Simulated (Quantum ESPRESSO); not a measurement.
Crystal: GeCN2.

```
CELL_PARAMETERS angstrom
1.79379 1.03565 4.92196
-1.79379 1.03565 4.92196
0.00000 -2.07129 4.92196
ATOMIC_POSITIONS crystal
Ge 0.00000 0.00000 0.00000
N 0.58390 0.58390 0.58390
N 0.41610 0.41610 0.41610
C 0.50000 0.50000 0.50000
```

The cell comes from a database or a generator and needn't be the stable form of this composition.

- Program: Quantum ESPRESSO 7.5
- Task: single point
- Functional: PBEsol
- Potentials or basis: GBRV 1.5 PBEsol
- Cutoff: 612 eV
- Density cutoff: 4898 eV
- k mesh: 9 × 9 × 9
- Occupations: fermi-dirac, width 0.05 eV
- Spin: no spin polarisation

On this cell: pressure -3.2 GPa; largest force 0.174 eV/Å; band gap on the k mesh 1.01 eV, indirect (least direct gap 1.82 eV).

The same run follows on a disturbed copy (atoms moved at random, drawn with an rms of 0.05 Å):

```
Ge N C
1.0
     1.79379    1.03565    4.92196
    -1.79379    1.03565    4.92196
     0.00000   -2.07129    4.92196
Ge N C
1 2 1
Direct
  0.00996 0.00375 0.99020
  0.57323 0.58789 0.58586
  0.41225 0.40538 0.44245
  0.49424 0.51495 0.48816
```

**Question.** What does the disturbed cell give?

**Answer.** The energy moves by +62.2 meV/atom; pressure 4.4 GPa; largest force 5.960 eV/Å; band gap on the k mesh 1.09 eV, indirect (least direct gap 1.83 eV).

Forces in eV/Å, atoms in the order of the input:
```
Ge   0.042  0.030 -0.492
N   -0.152  0.345  1.898
N   -0.009  0.087 -5.960
C    0.119 -0.462  4.554
```

Stress tensor (GPa, compression positive):
```
-4.13  0.11 -0.93
 0.11 -3.56  1.96
-0.93  1.96 20.96
```

Caveats: an odd mesh through Γ misses points on the zone boundary, where band edges often lie.
